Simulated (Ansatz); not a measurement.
Crystal: Ta3AsAu2O13.

```
CELL_PARAMETERS angstrom
5.72386 0.00000 0.00000
1.29464 6.25668 0.00000
0.26816 1.30982 8.36637
ATOMIC_POSITIONS crystal
Ta 0.21713 0.30521 0.58431
Ta 0.03325 0.11123 0.99855
Ta 0.58248 0.62145 0.50482
As 0.58707 0.89691 0.83049
Au 0.58004 0.09228 0.18613
Au 0.04485 0.82077 0.44682
O 0.66201 0.69726 0.71088
O 0.51632 0.13418 0.69625
O 0.85098 0.88773 0.91932
O 0.34466 0.87003 0.94651
O 0.73015 0.29240 0.03095
O 0.24622 0.21809 0.11075
O 0.12900 0.09398 0.49104
O 0.48032 0.38887 0.43499
O 0.05966 0.26685 0.78594
O 0.93330 0.53240 0.45645
O 0.49975 0.85161 0.34971
O 0.25256 0.62988 0.62473
O 0.91878 0.95175 0.22636
```

The cell was built by a generator and needn't be a form met in nature.

| Quantity | Value |
| --- | --- |
| Program | Ansatz 0.2.0 |
| Task | relaxation of cell and atoms |
| Functional | r2SCAN |
| Potentials or basis | Ansatz PAW |
| Cutoff | 500 eV (not typed: the program's choice for these potentials) |
| k mesh | 4 × 3 × 3 |
| Occupations | fermi-dirac, width 0.05 eV |
| Spin | no spin polarisation |

At the start: volume 15.77 Å³/atom.

Problem. Where does the relaxation end?

Solution. It ends after 8 steps and the volume is 15.12 Å³/atom (-4.1 %); space group P1 (No. 1, to 0.05 Å).

Step by step:
```
step  energy change (eV)  largest force (eV/Å)  volume (Å³)
   1              0.0000                0.6448       299.62
   2             -0.1378                0.4695       286.81
   3             -0.1536                0.1089       287.95
   4             -0.1556                0.0473       287.74
   5             -0.1567                0.0215       287.39
   6             -0.1568                0.0311       287.37
   7             -0.1569                0.0053       287.32
   8             -0.1509                0.0055       287.32
```

Final structure:
```xyz
19
Lattice="5.6684 0.0411 0.0155 1.3270 6.1740 -0.0430 0.2976 1.2303 8.2142" Properties=species:S:1:pos:R:3 pbc="T T T"
Ta    1.8165    2.6044    4.7861
Ta    0.6238    1.9469    8.2184
Ta    4.2834    4.4455    4.1085
As    4.7883    6.5778    6.7915
Au    3.4409    0.8391    1.5559
Au    1.4696    5.6098    3.6329
O     4.9032    5.1827    5.8189
O     3.3241    1.6885    5.7185
O     6.2919    6.6611    7.5163
O     3.4160    6.5843    7.7517
O     4.4968    1.9081    0.2799
O     1.6862    1.5374    0.9515
O     0.9994    1.1722    4.0273
O     3.3828    2.9110    3.5332
O     0.9160    2.6456    6.4504
O     6.1568    3.8708    3.6993
O     4.0547    5.6766    2.8267
O     2.4543    4.6612    5.1070
O     6.5310    6.2068    1.8389
```

Caveat: the plane-wave basis is chosen anew once the cell has moved, so the energies of steps on either side of that aren't comparable; the PAW data sets come from PBE, with cores solved anew for the run's functional, which leaves a small shift of forces and pressure.
